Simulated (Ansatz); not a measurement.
# C2H6NSi: the cost of one run

The runs use Ansatz 0.2.0, Gaussian basis; the settings change from run to run.

## 1. The molecule

An earlier PBE0-D4 in a triple-zeta def2 set relaxation fixed the geometry.

SMILES `C=C[N][SiH3]`, 10 atoms, charge 0, spin multiplicity 2.

Atoms are counted from 1 here; the program's logs count them from 0.

Bond lengths: C1–C2 1.397 Å, C1–H5 1.083 Å, C1–H6 1.083 Å, C2–N3 1.300 Å, C2–H7 1.100 Å, N3–Si4 1.734 Å, Si4–H8 1.485 Å, Si4–H9 1.485 Å, Si4–H10 1.495 Å. Angles: C2–C1–H5 119.4°, C2–C1–H6 121.2°, H5–C1–H6 119.4°, C1–C2–N3 121.7°, C1–C2–H7 116.7°, N3–C2–H7 121.7°, C2–N3–Si4 124.1°, N3–Si4–H8 108.3°, N3–Si4–H9 108.3°, N3–Si4–H10 112.9°, H8–Si4–H9 109.0°, H8–Si4–H10 109.2°, H9–Si4–H10 109.2°.

## 2. wB97X-V/aug-pcseg-2

Options: charge +1, multiplicity 1, unrestricted orbitals, a point charge of 0.50 e beside it, high accuracy.

in.yaml reads:

```yaml
crystal:
  periodic: [false, false, false]
  atoms:
    - {symbol: C, position_ang: [-0.563967, 2.073834, -0.154169]}
    - {symbol: C, position_ang: [-0.022912, 0.835520, 0.201041]}
    - {symbol: N, position_ang: [-0.295164, -0.245391, -0.467522]}
    - {symbol: Si, position_ang: [0.340754, -1.812300, -0.082350]}
    - {symbol: H, position_ang: [-1.227709, 2.139364, -1.007633]}
    - {symbol: H, position_ang: [-0.332049, 2.969779, 0.408035]}
    - {symbol: H, position_ang: [0.645352, 0.821291, 1.075266]}
    - {symbol: H, position_ang: [1.095197, -2.311120, -1.260699]}
    - {symbol: H, position_ang: [-0.800463, -2.725649, 0.182163]}
    - {symbol: H, position_ang: [1.243959, -1.796628, 1.108868]}
basis:
  gaussian: {orbitals: aug-pcseg-2, point_charges: [{charge: 0.50, position_ang: [5.762, 0.344, 0.610]}]}
total_charge: 1
magnetization: {spin_polarized: true, initial_magnetization: 0}
hamiltonian: {xc: {name: wB97X-V}}
accuracy: high
output: {forces: true}
```

Launch:

```bash
$ ansatz run in.yaml --threads 4 --pin off --events-out ev --progress --plain --max-ram 10444MiB
```

What time and memory should one allow on 4 threads of Intel Xeon Platinum 8488C, shared host?

About 5.7 min, with a peak of 5.1 GiB.
